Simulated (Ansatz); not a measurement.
# Ti2Rh: how the settings move a single-point run

Question: which choices in the input matter for Ti2Rh?

Computed with Ansatz 0.2.0 (reference: DFT, PBEsol, PAW with Ansatz's default frozen-core files, scalar-relativistic, unless a step's input says otherwise).

5 further runs of the same task are left out: 5 that didn't finish.

### Step 1. The starting structure

The structure is tetragonal, space group I4/mmm (No. 139). The conventional cell has a = 3.052 Å, b = 3.052 Å, c = 9.816 Å, α = 90.00°, β = 90.00°, γ = 90.00°. Ti (site symmetry 4mm) is surrounded by 5 Rh at 2.68 to 3.32 Å and 9 Ti at 2.77 to 3.17 Å. Rh (site symmetry 4/mmm) has 8 Ti at 2.68 Å and 4 Rh at 3.05 Å as nearest neighbours.

Coordinates:

```
Ti Rh
1.0
    -1.52600    1.52600    4.90797
     1.52600   -1.52600    4.90797
     1.52600    1.52600   -4.90797
Ti Rh
2 1
Cartesian
  0.0000 0.0000 6.4940
  0.0000 0.0000 3.3219
  0.0000 0.0000 0.0000
```

### Step 2. Reference

input.yaml reads:

```yaml
crystal:
  lattice:
    - [-1.52599509, 1.52599509, 4.9079679]
    - [1.52599509, -1.52599509, 4.9079679]
    - [1.52599509, 1.52599509, -4.9079679]
  atoms:
    - { symbol: Ti, position: [0.66157894, 0.66157894, 0.0] }
    - { symbol: Ti, position: [0.33842106, 0.33842106, 0.0] }
    - { symbol: Rh, position: [0.0, 0.0, 0.0] }
kpoints:
  mp_grid: { grid: [14, 14, 14] }
scf:
  occupations: { method: fermi_dirac, width: 0.05 }
hamiltonian:
  xc: pbesol
  pseudopotentials: { kind: paw }
output:
  forces: true
  stress: true
  eigenvalues: true
  efg: { contact_densities: true }
  populations: true
```

On the command line:

```bash
> ansatz run input.yaml --threads 1 --pin off --max-ram 3072MiB --backend cpu --events-out ev --progress --plain --runs-dir out
```

From the output:

```text
[...]
Basis set: ecut = 420 eV, 893 PW (Γ), FFT grids on a1+a3, a2+a3, a3, exchange–correlation on 48×48×72 points (8 copies of the dense FFT grid, shifted against one another)
[...]
k-points: 244 of 2744
[...]
SCF iter   1: F=—  HF=-11288.457199 eV  |F-HF|=—  |Δ(HF+E_count)|=         —  Δρ=1.16e-2  dr2=6.86e-2  ethr=1.77e-3  ⟨swp⟩=3.2  Hψ=20251  notcnv=0
preconditioner: auto → Kerker (q_TF=auto, 2.679 Å⁻¹)  [metal: Δε(μ)=0.005 eV  Ē_g=4.012 eV  σ=0.050 eV  W_gap=0.03  n_scr=12 (ndim 8)  ℏωp=22.6 eV  f_vac=0.000  D(μ)=1.38/eV (n_scr^D=10)]
SCF iter   2: F=—  HF=-11288.444920 eV  |F-HF|=—  |Δ(HF+E_count)|=   1.23e-2  Δρ=5.59e-3  dr2=2.85e-2  ethr=1.67e-4  ⟨swp⟩=2.0  Hψ=9051  notcnv=0  defer=1
[...]
SCF iter   5: F=—  HF=-11288.437716 eV  |F-HF|=—  |Δ(HF+E_count)|=   6.80e-6  Δρ=6.35e-5  dr2=1.13e-6  ethr=1.24e-7  ⟨swp⟩=2.0  Hψ=8181  notcnv=0  defer=1
SCF iter   6: F=-11288.437716 eV  HF=-11288.437716 eV  |F-HF|=8.37e-9  |Δ(HF+E_count)|=   1.45e-8  Δρ=1.54e-5  dr2=4.70e-8  ethr=2.44e-10  ⟨swp⟩=5.6  Hψ=26488  notcnv=0
[...]
SCF converged after 6 iterations
Free energy (F): -11288.437716 eV
[...]
E sigma→0 (E₀):  -11288.431828 eV
[...]
Fermi energy:    16.867072 eV
[...]
  P = ⅓ Tr σ = -4.2417 GPa (-42.417 kbar)
[...]
```

Run time: 19 s. Hardware: 1 thread of Arm Neoverse V1, shared host; peak memory 0.52 GiB.

### Step 3. Variant: mixing.algorithm msr1, mixing.beta 0.1, mixing.ndim 16

input.yaml, as its differences from that of step 2:

```diff
@@ -13,2 +13,3 @@
   occupations: { method: fermi_dirac, width: 0.05 }
+  mixing: { algorithm: msr1, beta: 0.1, ndim: 16 }
 hamiltonian:
```

On the command line:

```bash
> ansatz run input.yaml --threads 1 --pin off --max-ram 3072MiB --backend cpu --events-out ev --progress --plain --runs-dir out
```

What it wrote:

```text
basis.fft_grid_basis auto: the FFT boxes are laid along the combinations [[1, 0, 1], [0, 1, 1], [0, 0, 1]] of the cell's own vectors, 3.052, 3.052 and 5.361 Å long. The dense box has 24×24×36 points. Along the cell's own vectors, as sized, it would have 36×36×36, 2.25 times as many. Of the 16 symmetry operations that the crystal satisfies within crystal.symmetry.tolerance (time reversal apart; of a slab, those that keep its plane) the dense box along the cell's own vectors carries 16, and the one as laid loses 12 of those. basis.fft_grid_basis: typed keeps the cell's own vectors: state it where this run's energies or levels are differenced outside the engine with another run's, or held beside a run that keeps those vectors.
Rh: output.efg is read without spin–orbit coupling, which moves field gradients at and beside such atoms by some per cent and up to a factor of two; PAW files take it under magnetization.noncollinear and magnetization.spin_orbit
Engine: ansatz 0.2.0
Pseudopotentials: kind: paw
Pseudopotential: Ti, paw, valence charge 12, recommended cutoff 420 eV (normal)
Pseudopotential: Rh, paw, valence charge 17, recommended cutoff 420 eV (normal)
Functional definition: PBEsol
  exchange = pbesol_x
  correlation = pbesol_c
Crystal: 3 atoms, lattice volume = 45.716 Å³
Basis set: ecut = 420 eV, 893 PW (Γ), FFT grids on a1+a3, a2+a3, a3, exchange–correlation on 48×48×72 points (8 copies of the dense FFT grid, shifted against one another)
Bands: 25, of which v1, the nominal top of the filled ones, is band 21 counted from 1 (20 counted from 0)
Symmetry: 16 space group operations
Space group: I4/mmm (ITA 139), of the structure as read, at distance tolerance 3.6e-5 Å
k-points: 244 of 2744
Non-local potential: Ti, projectors of the file, l = 0: 3, l = 1: 2, l = 2: 3, l = 3: 1
Non-local potential: Rh, projectors of the file, l = 0: 3, l = 1: 2, l = 2: 2, l = 3: 1
PAW form: soft (Blöchl's): semilocal exchange-correlation on the pseudo side does not see the compensation charge
PAW frozen core: Ti, regenerated for the run's functional, and the local potential with it (the file was generated under x = pbe(κ = 0.804, μ = 0.2195149727645171), c = pbe(β = 0.06672455060314922))
PAW frozen core: Rh, regenerated for the run's functional, and the local potential with it (the file was generated under x = pbe(κ = 0.804, μ = 0.2195149727645171), c = pbe(β = 0.06672455060314922))
PAW one-centre angular grid: Ti, 590 points (default); XC on 64 Gauss nodes
PAW one-centre angular grid: Rh, 590 points (default); XC on 64 Gauss nodes
Initial density: superposition of atomic densities (neutral atoms: chi_scale 0, normalization atom), corrected by the library's trained network
Initial wavefunctions: pseudopotential atomic-orbital guess
Functional: x = pbesol(κ = 0.804, μ = 0.12345679012345678), c = pbesol(β = 0.046)
SCF iter   1: F=—  HF=-11288.457199 eV  |F-HF|=—  |Δ(HF+E_count)|=         —  Δρ=1.16e-2  dr2=6.86e-2  ethr=1.77e-3  ⟨swp⟩=3.2  Hψ=20251  notcnv=0
preconditioner: auto → none  [metal: Δε(μ)=0.005 eV  Ē_g=4.012 eV  σ=0.050 eV  W_gap=0.03  n_scr=12 (ndim 16)  ℏωp=22.6 eV  f_vac=0.000  D(μ)=1.38/eV (n_scr^D=10)  sad-step TF]
SCF iter   2: F=—  HF=-11288.454575 eV  |F-HF|=—  |Δ(HF+E_count)|=   2.62e-3  Δρ=1.04e-2  dr2=5.71e-2  ethr=1.67e-4  ⟨swp⟩=1.2  Hψ=8103  notcnv=0
SCF iter   3: F=—  HF=-11288.438535 eV  |F-HF|=—  |Δ(HF+E_count)|=   1.60e-2  Δρ=3.22e-3  dr2=6.06e-3  ethr=1.39e-4  ⟨swp⟩=2.6  Hψ=10754  notcnv=0
SCF iter   4: F=—  HF=-11288.439580 eV  |F-HF|=—  |Δ(HF+E_count)|=   1.05e-3  Δρ=4.74e-3  dr2=2.04e-2  ethr=1.48e-5  ⟨swp⟩=2.0  Hψ=9219  notcnv=0  recentre
SCF iter   5: F=—  HF=-11288.437765 eV  |F-HF|=—  |Δ(HF+E_count)|=   1.82e-3  Δρ=1.17e-3  dr2=7.59e-4  ethr=1.48e-5  ⟨swp⟩=2.0  Hψ=8936  notcnv=0
SCF iter   6: F=—  HF=-11288.437694 eV  |F-HF|=—  |Δ(HF+E_count)|=   7.05e-5  Δρ=2.33e-4  dr2=1.76e-5  ethr=1.85e-6  ⟨swp⟩=1.3  Hψ=7840  notcnv=0  defer=1
SCF iter   7: F=—  HF=-11288.437716 eV  |F-HF|=—  |Δ(HF+E_count)|=   2.13e-5  Δρ=4.33e-5  dr2=4.26e-7  ethr=4.29e-8  ⟨swp⟩=2.0  Hψ=7450  notcnv=0  defer=1
SCF iter   8: F=-11288.437716 eV  HF=-11288.437716 eV  |F-HF|=2.41e-8  |Δ(HF+E_count)|=   2.98e-7  Δρ=9.24e-6  dr2=3.32e-8  ethr=2.44e-10  ⟨swp⟩=5.1  Hψ=24132  notcnv=0
SCF 1 converged in 8 iterations: F = -11288.437716 eV  dr2 = 3.32e-8
SCF converged after 8 iterations
Free energy (F): -11288.437716 eV
Harris-Foulkes:  -11288.437716 eV  (|F-HF|=2.41e-8)
Internal energy: -11288.425940 eV  (E = F + TS)
E sigma→0 (E₀):  -11288.431828 eV
Entropy (-TS):   -0.011775 eV (-3.925 meV/atom)
Fermi energy:    16.867117 eV
--- Per-component energies (eV) ---
  E_band       = -410.687129
  E_kinetic    = 1119.854173
  E_local      = -3338.376984  (includes V_loc(G=0)·N_el)
  E_nonlocal   = 373.589316
  E_hartree    = 1284.686480
  E_xc         = -415.469660
  E_vxc        = -522.914320  (∫ρ·V_xc dr)
  E_paw        = -5568.450022  (= ΣΔE_a)
  E_vpaw       = -612.213266  (= ΣTr[D̂ρ^β])
  E_aug_tail   = 0.001052  (compensation charges beyond the density's cutoff)
  E_ewald      = -4744.815263
  E_core_change = 0.554968  (= ΣΔE_core)
  E_smearing   = -0.011775  (= −TS)
  E_closure    = 0.000000  (closes the sum)
  Σ components = -11288.437716   (vs F -11288.437716, Δ=0.00e0)
--- Forces (eV/Å), atoms counted from 1 ---
  atom   1  Ti     0.00000000     0.00000000    -0.00932048
  atom   2  Ti     0.00000000     0.00000000     0.00932048
  atom   3  Rh    -0.00000000     0.00000000     0.00000000
  max |Σ_I F_I| component: 4.86e-17 eV/Å
--- Stress (GPa, compression-positive) ---
       -4.012563       0.000000       0.000000
        0.000000      -4.012563      -0.000000
        0.000000      -0.000000      -4.698005
  P = ⅓ Tr σ = -4.2410 GPa (-42.410 kbar)
--- PAW observables at the nuclei: V_zz in 10²¹ V/m², potentials from the cell's mean, atoms counted from 1 ---
  atom   1  Ti V_zz =    +1.230091   η = 0.0000   by run symmetry: allowed
            electrostatic potential = -2535.286687 V   contact ρ = 56644.801056 e/Å³
  atom   2  Ti V_zz =    +1.230091   η = 0.0000   by run symmetry: allowed
            electrostatic potential = -2535.286687 V   contact ρ = 56644.801056 e/Å³
  atom   3  Rh V_zz =    -0.957822   η = 0.0000   by run symmetry: allowed
            electrostatic potential = -7022.816229 V   contact ρ = 788693.592059 e/Å³
--- Band table (eV; the first three rows and the last of 244) ---
  k-point 0: bands = ["-61.8769", "-39.6464", "-39.4973", "-29.8448", "-29.7228", "-29.7228", "-16.1810", "-15.9419", "-15.9419", "-15.7385", "-15.6998", "-15.6998", "9.9532", "12.4265", "12.4825", "14.3736", "14.6103", "14.6103", "15.1146", "15.3485", "18.3144", "18.3144", "18.4156", "18.5167", "18.9677"]
  k-point 1: bands = ["-61.8762", "-39.6407", "-39.4983", "-29.8443", "-29.7277", "-29.7274", "-16.1770", "-15.9557", "-15.9548", "-15.7270", "-15.7197", "-15.7070", "10.1603", "12.5196", "12.5926", "14.1795", "14.4250", "14.9120", "14.9850", "15.5421", "17.9697", "18.0542", "18.3277", "18.4059", "18.6718"]
  k-point 2: bands = ["-61.8742", "-39.6246", "-39.5011", "-29.8428", "-29.7412", "-29.7404", "-16.1693", "-15.9942", "-15.9803", "-15.7712", "-15.7271", "-15.7056", "10.7476", "12.7973", "12.8995", "13.9276", "14.1152", "14.6068", "15.3841", "15.8412", "17.1631", "17.7971", "18.3811", "18.4203", "18.5930"]
  k-point 243: bands = ["-61.8769", "-39.6413", "-39.5028", "-29.8437", "-29.7229", "-29.7229", "-16.0885", "-15.9423", "-15.9423", "-15.8375", "-15.6989", "-15.6989", "11.1743", "12.2168", "12.2440", "12.5205", "14.5443", "14.5443", "15.1700", "16.3788", "17.4837", "17.5971", "17.5971", "17.9772", "18.7439"]
--- Löwdin populations: 3 sites ---
  site symbol       q [e]
     0     Ti     11.7588
     1     Ti     11.7588
     2     Rh     17.1229
  spilling = 0.008765 (of n_electrons = 41.000000)
```

Run time: 20 s. Hardware: 1 thread of Arm Neoverse V1, shared host; peak memory 0.51 GiB.

The changed mixing doesn't alter the result here (within 0.5 meV/atom). Cost: 8 SCF cycles against 6.

### Step 4. Comparison

```csv
run,ending,energy change,pressure (GPa),gap (eV),force (eV/Å),cycles,time
reference,converged,0,-4.2,0.00,0.01,6,19 s
"1: mixing.algorithm msr1, mixing.beta 0.1, mixing.ndim 16",converged,0.0 meV/atom,-4.2,0.00,0.01,8,20 s
```

Residual by cycle in the longest SCF loop of each run; runs are numbered as in the table. The quantity is the density residual dr2, in eV.

```csv
cycle,reference,run 1
1,0.0686,0.0686
2,0.0285,0.0571
3,0.00287,0.00606
4,5.1e-5,0.0204
5,1.1e-6,7.6e-4
6,4.7e-8,1.8e-5
7,-,4.3e-7
8,-,3.3e-8
```

The changed mixing doesn't alter the result here (within 0.5 meV/atom). Cost: 8 SCF cycles against 6.
